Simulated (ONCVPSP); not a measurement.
**Nickel: generating and testing an ONCV potential**

Task: generate the file, and judge it by its errors in other configurations, its logarithmic derivatives, its ghosts and its cutoff.

The numbers are computed with ONCVPSP 4.0.1.1 (patched build) (PBE, scalar-relativistic, spin-unpolarised reference atom).

## (1) The design

Typed settings, in words:

| Quantity | Value |
| --- | --- |
| element | nickel (Ni, Z = 28) |
| type | optimised norm-conserving Vanderbilt (ONCV) |
| frozen core | [Ne] |
| valence charge | 18 |
| reference configuration | 3s2 3p6 3d8 4s1 (charge +1) |
| partial waves | 3s+4s: rc 1.35 bohr, ncon 5, nbas 8, qcut 11.6 1/bohr, 2 projectors; 3p: rc 1.00 bohr, ncon 5, nbas 8, qcut 16.5 1/bohr, 2 projectors, debl 1.8 Ha; 3d: rc 1.10 bohr, ncon 4, nbas 9, qcut 16.1 1/bohr, 2 projectors, debl 1.4 Ha |
| local potential | polynomial inside 0.80 bohr (lpopt 5, dvloc0 1 Ha) |
| core correction | not asked for |

An earlier all-electron run gives the scale for the radii.

All-electron outer shells of the reference configuration (PBE, scalar-relativistic, ld1.x):

| shell | level (eV) | outermost node (bohr) | outermost maximum (bohr) |
| --- | --- | --- | --- |
| 2p | -853.66 | – | 0.16 |
| 3s | -120.17 | 0.30 | 0.64 |
| 3p | -80.51 | 0.27 | 0.65 |
| 3d | -17.92 | – | 0.63 |
| 4s | -13.18 | 0.92 | 2.13 |
| 4p | -7.58 | 0.99 | 2.70 |

## (2) Generation

Contents of Ni.dat:

```
# ATOM AND REFERENCE CONFIGURATION
# atsym  z   nc   nv     iexc    psfile
  Ni 28.00    3    4        4      upf
#
#   n    l    f
    1    0    2.00
    2    0    2.00
    2    1    6.00
    3    0    2.00
    3    1    6.00
    3    2    8.00
    4    0    1.00
#
# PSEUDOPOTENTIAL AND OPTIMIZATION
# lmax
    2
#
#   l,   rc,      ep,       ncon, nbas, qcut
    0    1.35    0.00    5    8   11.60
    1    1.00    0.00    5    8   16.50
    2    1.10    0.00    4    9   16.10
#
# LOCAL POTENTIAL
# lloc, lpopt,  rc(5),   dvloc0
    4    5    0.80    1.00
#
# VANDERBILT-KLEINMAN-BYLANDER PROJECTORs
# l, nproj, debl
    0    2    2.60
    1    2    1.80
    2    2    1.40
#
# MODEL CORE CHARGE
# icmod, fcfact, rcfact
    0    0.00    0.00
#
# LOG DERIVATIVE ANALYSIS
# epsh1, epsh2, depsh
   -6.00    5.00    0.04
#
# OUTPUT GRID
# rlmax, drl
    6.00    0.01
#
# TEST CONFIGURATIONS
# ncnf
    4
# nvcnf
#   n    l    f
    4
    3    0    2.00
    3    1    6.00
    3    2    8.00
    4    0    2.00
#
    4
    3    0    2.00
    3    1    6.00
    3    2    8.00
    4    0    0.00
#
    4
    3    0    2.00
    3    1    6.00
    3    2    7.00
    4    0    0.00
#
    4
    3    0    2.00
    3    1    6.00
    3    2    7.00
    4    0    2.00
#
```

Launch:

```console
oncvpsp.x < Ni.dat > Ni.out
```

What does the calculation give? Wanted: cutoffs for 1 and 0.1 mHa per electron, occupied waves; bound ghosts; GHOST(+) flags; largest test error; largest phase difference near zero energy, channels read; projector energies reset by the program.

As calculated:

```
                                                quantity                         value
  cutoffs for 1 and 0.1 mHa per electron, occupied waves              90 Ha and 103 Ha
                                            bound ghosts                    none found
                                          GHOST(+) flags            none at low energy
                            largest test error (AE − PS)  +13 meV, for 3s2 3p6 3d7 4s2
largest phase difference near zero energy, channels read                     0.000 rad
                 projector energies reset by the program           p: -2.959, 0.250 Ha
```

The worst unpolarised test, 3s2 3p6 3d7 4s2, is off by 13 meV on 6.8 eV; by total energies transferability rates as good. The potential is very hard: the looser tolerance needs 90 Ha. The program's ghost test flags no bound state. Near zero energy the phases of the channels with partial waves agree within 0.001 rad. All of this concerns the isolated atom, not yet a solid.
